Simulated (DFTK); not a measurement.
Wanted: the native input for a DFTK 0.8.2 run.

- Task: single point
- Functional: PBE
- Potentials or basis: dojo.nc.sr.pbe.v0_4_1.standard.upf (PBE)
- Cutoff: 1143 eV
- k mesh: 4 × 4 × 3
- Occupations: methfessel-paxton order 1, width 0.1 eV
- Spin: no spin polarisation
- Valence electrons: H 1, N 5, O 6, Pb 14
- SCF tolerance on the density: 1e-06

The system is HPbNO4.

```
H Pb N O
1.0
     4.19923    0.11117    0.16817
     1.91600    3.89132    0.12568
     1.76085    1.25259    6.37266
H Pb N O
1 1 1 4
Direct
  0.89145 0.68202 0.62796
  0.14426 0.92872 0.88352
  0.25670 0.28861 0.30171
  0.83108 0.65056 0.78405
  0.38694 0.22380 0.11295
  0.31104 0.03576 0.45856
  0.07726 0.60633 0.32275
```

The cell was built by a generator and needn't be a form met in nature.

One way to write it, as run:

run.jl

```julia
using DFTK
using PseudoPotentialData
using Unitful, UnitfulAtomic
using LinearAlgebra, Printf
include("save.jl")
setup_threading()

# lattice vectors are the columns
lattice = austrip(1u"Å") * [       4.19923          1.916        1.76085;
                  0.11117        3.89132        1.25259;
                  0.16817        0.12568        6.37266]
symbols   = [:H, :Pb, :N, :O, :O, :O, :O]
positions = [[0.89145, 0.68202, 0.62796],
             [0.14426, 0.92872, 0.88352],
             [0.2567, 0.28861, 0.30171],
             [0.83108, 0.65056, 0.78405],
             [0.38694, 0.2238, 0.11295],
             [0.31104, 0.03576, 0.45856],
             [0.07726, 0.60633, 0.32275]]
pseudopotentials = PseudoFamily("dojo.nc.sr.pbe.v0_4_1.standard.upf")
elements = Dict(s => ElementPsp(s, pseudopotentials) for s in unique(symbols))
atoms    = [elements[s] for s in symbols]

build_model(lattice, positions; symmetries=true) =
    model_DFT(lattice, atoms, positions;
              functionals=PBE(),
              temperature=austrip(0.1u"eV"),
              smearing=Smearing.MethfesselPaxton(1),
              symmetries)
Ecut  = 42.0  # hartree
kgrid = [4, 4, 3]
tol   = 1e-6
to_GPa = ustrip(uconvert(u"GPa", 1u"hartree/bohr^3"))

model = build_model(lattice, positions)
basis = PlaneWaveBasis(model; Ecut, kgrid)
display(basis)
scfres = self_consistent_field(basis;
                               tol,
                               nbandsalg=AdaptiveBands(model; n_bands_converge=28))
display(scfres.energies)
@printf "Fermi level: %.6f eV\n" ustrip(auconvert(u"eV", something(scfres.εF, NaN)))
forces = compute_forces_cart(scfres)
println("Forces (eV/Å)")
for (s, f) in zip(symbols, forces)
    @printf "%-3s %12.6f %12.6f %12.6f\n" s ustrip.(auconvert.(u"eV/Å", f))...
end
stress = compute_stresses_cart(scfres)
println("Stress (GPa)")
display(round.(stress * to_GPa; digits=4))
println("Levels at the first k-point (eV): ", round.(ustrip.(auconvert.(u"eV", scfres.eigenvalues[1][1:scfres.n_bands_converge])); digits=4))
save_scf!(scfres; forces, stress)
```

Potentials or basis: dojo.nc.sr.pbe.v0_4_1.standard.upf (PBE).

Launch:

```console
$ julia --threads=4 run.jl  # save.jl only writes the numbers to a file and isn't shown; printed stress counts tension as positive; times include loading and compiling
```

Results of the run:

* Pressure: -0.1 GPa
* Largest force: 0.178 eV/Å
* Band gap on the k mesh: 2.95 eV, indirect (least direct gap 2.96 eV)

Caveat: the k mesh is coarse (spacing up to 0.43 Å⁻¹), so the values aren't converged; spin-orbit coupling is left out, which as a rule narrows the gap of such compounds by several tenths of an eV; an odd mesh through Γ misses points on the zone boundary, where band edges often lie.

Wall time 8 min on 4 threads of Intel(R) Xeon(R) 6975P-C (Granite Rapids), on a shared host, peak memory 5.3 GiB.
